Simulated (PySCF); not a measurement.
# C8H12: the cost of one run

Programs: PySCF 2.14.0, with routines of our own; each step states its level. All values are computed. Atoms count from 0.

## Step 1: The starting structure

20 atoms, charge 0, multiplicity 1; geometry from: GFN2-xTB.

## Step 2: Magnetic properties: GIAO PBE/pcSseg-1

The job: settings as JSON, then the geometry in Å.

```
{"job": {"kind": "mag", "xc": "PBE", "basis": "pcSseg-1", "isotopologues": 2}, "charge": 0, "multiplicity": 1}
C      3.809750     1.202144     0.263256
C      2.974139     0.260097    -0.089499
C      2.181309    -0.655227    -0.431989
C      1.341419    -1.598695    -0.783534
C     -0.149950    -1.479606    -0.715301
C     -0.625725    -0.137308    -0.169399
C     -2.148549    -0.054696    -0.104830
C     -2.616869     1.275887     0.470741
H      4.877285     1.064811     0.195885
H      3.463046     2.153161     0.635421
H      1.723457    -2.543412    -1.154324
H     -0.557076    -1.637603    -1.720461
H     -0.536681    -2.290683    -0.087879
H     -0.208486     0.009864     0.829575
H     -0.242707     0.664933    -0.804226
H     -2.562258    -0.182164    -1.108399
H     -2.530252    -0.869812     0.515124
H     -2.255067     2.102708    -0.136580
H     -2.238659     1.405796     1.482437
H     -3.703275     1.320484     0.501248
```

Method: GIAO PBE/pcSseg-1 magnetisability, rotational g tensor and spin-rotation constants, non-relativistic, gas phase.

The run is started by

```bash
$ OMP_NUM_THREADS=1 python excited_run.py task.json out
```

This one command runs all jobs of the session in turn.

Q: Estimate the wall time and peak memory of this first job on 1 thread of Intel Xeon Platinum 8488C, shared host.

About 46 s, with a peak of 0.69 GiB.
